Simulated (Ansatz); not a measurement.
# CH₃F₃Si: a ladder of functionals and wavefunction methods

One table from this session's results is given with a row withheld; the runs are named, their logs left out.

Method: functionals in def2-TZVPP, the program's frozen cores in correlated methods; program: Ansatz 0.2.0, Gaussian basis.

Plan: LDA (SPW92), PBE-D4, revPBE-D4, BLYP-D4, r2SCAN-D4, B97M-V, PBE0-D4, B3LYP-D4, r2SCANh-D4, r2SCAN0-D4, HSE06-D4, BHLYP-D4, CAM-B3LYP-D4, LC-ωPBE, ωB97X-V, ωB97M-V, B2PLYP, PBE-QIDH; CCSD(T)/def2-SVP; CCSD(T)/def2-TZVPP; MP2/def2-QZVPP; extrapolation to the limit; RPA on PBE.

## The geometry

All runs share one geometry, relaxed beforehand with PBE0-D4 in a triple-zeta def2 set.

8 atoms, charge 0, spin multiplicity 1.

Atoms are counted from 1 here; the program's logs count them from 0.

Bond lengths: F1–C2 1.345 Å, C2–F3 1.345 Å, C2–F4 1.345 Å, C2–Si5 1.934 Å, Si5–H6 1.480 Å, Si5–H7 1.480 Å, Si5–H8 1.480 Å. Angles: F1–C2–F3 106.9°, F1–C2–F4 106.9°, F1–C2–Si5 112.0°, F3–C2–F4 106.9°, F3–C2–Si5 111.9°, F4–C2–Si5 111.9°, C2–Si5–H6 107.3°, C2–Si5–H7 107.3°, C2–Si5–H8 107.3°, H6–Si5–H7 111.5°, H6–Si5–H8 111.5°, H7–Si5–H8 111.5°.

Set-up of the first run:

File in.yaml:

```yaml
crystal:
  periodic: [false, false, false]
  atoms:
    - {symbol: F, position_ang: [0.413171, -1.058939, 1.536712]}
    - {symbol: C, position_ang: [0.628450, -0.665663, 0.268536]}
    - {symbol: F, position_ang: [0.562567, -1.768632, -0.498709]}
    - {symbol: F, position_ang: [1.897157, -0.222708, 0.207232]}
    - {symbol: Si, position_ang: [-0.636071, 0.683899, -0.295756]}
    - {symbol: H, position_ang: [-0.479045, 1.842543, 0.611797]}
    - {symbol: H, position_ang: [-0.305187, 1.040307, -1.693698]}
    - {symbol: H, position_ang: [-1.988743, 0.092094, -0.191816]}
basis:
  gaussian: {orbitals: def2-TZVPP}
hamiltonian: {xc: lda}
output: {orbitals: {seedname: orbitals}}
```

Started as:

```bash
> ansatz run in.yaml --threads 4 --pin off --events-out ev --progress --plain --max-ram 10444MiB
```

Among the steps run: LDA; PBE-D4 (GGA); revPBE-D4 (GGA); BLYP-D4 (GGA); r2SCAN-D4 (meta-GGA); B97M-V (meta-GGA); PBE0-D4 (hybrid); B3LYP-D4 (hybrid); r2SCANh-D4 (hybrid); r2SCAN0-D4 (hybrid); HSE06-D4 (hybrid); BHLYP-D4 (hybrid); CAM-B3LYP-D4 (range-separated); LC-ωPBE (range-separated); ωB97X-V (range-separated); ωB97M-V (range-separated); B2PLYP (double hybrid); PBE-QIDH (double hybrid).

One of the session's tables, all rows but one given; the rest of the session is left out.

It belongs to the step «Frontier levels by functional». 

| functional | HOMO (eV) | gap (eV) |
| --- | --- | --- |
| LDA (SPW92) | -8.23 | 7.25 |
| PBE-D4 | -8.05 | 7.31 |
| revPBE-D4 | -7.98 | 7.34 |
| BLYP-D4 | -8.00 | 7.35 |
| r2SCAN-D4 | -8.41 | 8.07 |
| B97M-V | -8.54 | 7.91 |
| PBE0-D4 | -9.63 | 9.70 |
| B3LYP-D4 | -9.43 | 9.26 |
| r2SCANh-D4 | -9.00 | 8.93 |
| r2SCAN0-D4 | -9.88 | 10.21 |
| HSE06-D4 | -9.22 | 8.92 |
| BHLYP-D4 | -11.21 | 12.04 |
| CAM-B3LYP-D4 | ? | ? |
| LC-ωPBE | -12.39 | 14.57 |
| ωB97X-V | -12.06 | 14.12 |
| ωB97M-V | -11.94 | 13.65 |

Q: Estimate the row for CAM-B3LYP-D4 from the others.

**Answer.** HOMO (eV): -11.13; gap (eV): 12.12. In the column «HOMO (eV)» it lies between BHLYP-D4 (-11.21) and r2SCAN0-D4 (-9.88).
